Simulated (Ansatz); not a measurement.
# Si2As: the cost of one run

Method: DFT PBE, scalar-relativistic, plane waves, PAW, in Ansatz 0.2.0.

### 1 Starting point

It takes space group R-3m (No. 166, trigonal). Conventional cell: a = 3.469 Å, b = 3.469 Å, c = 13.345 Å, α = 90.00°, β = 90.00°, γ = 120.00°. Si (site symmetry 3m) is surrounded by 1 Si at 2.24 Å and 3 As at 2.29 Å. As (site symmetry -3m) is surrounded by 6 Si at 2.29 Å.

Structure file:

```
CELL_PARAMETERS angstrom
1.73459 1.00147 4.44848
-1.73459 1.00147 4.44848
0.00000 -2.00293 4.44848
ATOMIC_POSITIONS crystal
Si 0.41606 0.41606 0.41606
Si 0.58394 0.58394 0.58394
As 0.00000 0.00000 0.00000
```

Recipe of the guess: 4-, 6-connected net, elements by coordination (R-3m, No. 166). Its size is a rough estimate.

### 2 Probe: one point on a coarse mesh

File input.yaml:

```yaml
crystal:
  lattice:
    - [1.73459235, 1.00146736, 4.44847538]
    - [-1.73459235, 1.00146736, 4.44847538]
    - [0.0, -2.00293472, 4.44847538]
  atoms:
    - { symbol: Si, position: [0.41606411, 0.41606411, 0.41606411] }
    - { symbol: Si, position: [0.58393589, 0.58393589, 0.58393589] }
    - { symbol: As, position: [0.0, 0.0, 0.0] }
basis:
  ecutwfc: 420
kpoints:
  mp_grid: { grid: [6, 6, 6] }
hamiltonian:
  xc: pbe
scf:
  occupations: { method: gaussian, width: 0.1 }
  lower_state_search: "off"
output:
  forces: true
  stress: true
  eigenvalues: true
```

On the command line:

```bash
$ ansatz run input.yaml --threads 1 --pin off --max-ram 2560MiB --backend cpu --events-out ev --progress --plain --runs-dir out
```

What time and memory should one allow on 1 thread of Arm Neoverse V2, shared host?

About 1.5 s, with a peak of 0.32 GiB.
